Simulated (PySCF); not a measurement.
# C₅H₆N₂: electronic excitations and core binding energies

What electronic excitations and core binding energies should C₅H₆N₂ (`CN[C@@H]1C=C1C#N`) show?

The runs use PySCF 2.14.0, with density-fitted response routines of our own; the level of theory stands in each step. All values are computed, except where a source is named. Atoms are numbered from 0 throughout.

## 1. The starting structure

13 atoms, charge 0, multiplicity 1; geometry from: GFN2-xTB.

Bonds of the start (Å): C0–N1 1.45, N1–C2 1.43, C2–C3 1.48, C3–C4 1.31, C4–C5 1.37, C5–N6 1.15, C4–C2 1.52, C0–H7 1.09, C0–H8 1.09, C0–H9 1.10, N1–H10 1.02, C2–H11 1.10, C3–H12 1.06.

## 2. Ultraviolet spectrum: CAM-B3LYP/def2-SVPD

What the job is given:

```
{"job": {"kind": "uv", "xc": "CAM-B3LYP", "basis": "def2-SVPD", "nstates": 8, "ntriplets": 3}, "charge": 0, "multiplicity": 1}
C     -1.875964     0.219666    -0.085372
N     -0.808540    -0.747365     0.079088
C      0.411174    -0.358240    -0.556819
C      1.686201    -0.975576    -0.116269
C      1.497523     0.248775     0.317863
C      1.872972     1.363725     1.026415
N      2.157127     2.318370     1.601596
H     -1.561659     1.160607     0.365971
H     -2.760349    -0.140102     0.435742
H     -2.135044     0.409082    -1.137815
H     -1.106185    -1.666398    -0.234526
H      0.323969     0.014285    -1.584820
H      2.294386    -1.846343    -0.128781
```

Level: TDDFT CAM-B3LYP/def2-SVPD, vertical, gas phase, core orbitals frozen in the response.

Started as:

```sh
> OMP_NUM_THREADS=1 python probes_run.py task.json out
```

One launch serves the whole session: the jobs run in the order shown.

**Question.** This job is followed by: delta-SCF UKS SCAN, pcX-2 on the ionised atom, pcseg-1 elsewhere, spin-free X2C. Predict these results of the whole session: lowest singlet (CAM-B3LYP/def2-SVPD); brightest single state of those computed; lowest triplet; C1s binding energies, SCAN/pcX-2 (standing for 4 of 5 atoms); N1s binding energies, SCAN/pcX-2.

As calculated:

```
                                                    quantity                                          value
                        lowest singlet (CAM-B3LYP/def2-SVPD)                    4.37 eV (284 nm), f = 0.001
                    brightest single state of those computed                    state 7, 6.92 eV, f = 0.149
                                              lowest triplet                                        3.43 eV
C1s binding energies, SCAN/pcX-2 (standing for 4 of 5 atoms)  C2 292.35, C4 291.96, C0 291.60, C3 291.42 eV
                            N1s binding energies, SCAN/pcX-2                        N1 405.08, N6 404.68 eV
```

In words: The lowest singlet, at 4.37 eV, is HOMO→LUMO 0.92 and is dark; of the 8 states computed, the strongest absorption comes from state 7 at 6.92 eV. The lowest triplet lies 0.94 eV below the lowest singlet (triplets in Tamm-Dancoff, singlets in full TDDFT). The C1s levels kept as sound span 0.93 eV, from C3 (alkene CH) up to C2 (three-membered-ring carbon). Only 4 of the 5 C atoms are covered by sound results. The N1s levels kept as sound span 0.40 eV, from N6 (nitrile nitrogen) up to N1 (amine nitrogen).
